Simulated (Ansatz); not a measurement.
# H3OSiZn: the cost of one run

Computed with Ansatz 0.2.0 through its Python package. The levels of theory stand in the script.

### 1 The structure

Bond lengths: Si1–O2 1.676 Å, O2–Zn3 2.131 Å, Si1–H4 1.470 Å, Si1–H5 1.475 Å, Si1–H6 1.453 Å. Angles: Si1–O2–Zn3 113.2°, O2–Si1–H4 109.4°, O2–Si1–H5 111.2°, O2–Si1–H6 113.3°, H4–Si1–H5 104.5°, H4–Si1–H6 107.4°, H5–Si1–H6 110.6°.

No structure file is read: the coordinates are typed or built in the script.

### 2 The code

basis_h3osizn.py reads:

```python
"""Basis-set convergence for H3OSiZn."""

import ansatz
from ase import Atoms


def main() -> None:
    atoms = Atoms(["Si", "O", "Zn", "H", "H", "H"], positions=[
        (0.2307, 0.4827, -0.0016),
        (0.4024, -1.0571, -0.6403),
        (-1.022, -2.4472, 0.122),
        (-1.0922, 1.0145, -0.3591),
        (1.1863, 1.4248, -0.6146),
        (0.3369, 0.5184, 1.4474),
    ])
    molecule = ansatz.Crystal.molecule_from_ase(atoms)

    job = molecule.calculation().functional("pbe0", dispersion="d3bj").spin("collinear", total=1)

    energies = {}
    for basis in ["STO-3G", "6-31G", "6-31G*", "def2-SVP", "def2-SVPD", "def2-TZVP", "def2-TZVPP"]:
        r = job.basis(gaussian=basis).run().report
        size = r["n_frozen"] + r["n_occupied"][0] + r["n_virtual"][0]
        energies[basis] = (r["reference_energy_ev"] / 27.211386246, r["free_energy_ev"] / 27.211386246)
        print(f"{basis:14s} {size:4d} orbitals  reference {energies[basis][0]:14.6f} Ha  total {energies[basis][1]:14.6f} Ha")

    last = energies["def2-TZVPP"][1]
    for basis, (_, total) in energies.items():
        print(f"{basis:14s} lies {27.211386 * (total - last):9.4f} eV above def2-TZVPP")


if __name__ == "__main__":
    main()
```

### 3 Launch

Started as:

```
> python basis_h3osizn.py
```

Q: Estimate wall time and peak memory on 1 thread of Arm Neoverse V2, shared host.

About 64 s, with a peak of 0.56 GiB.
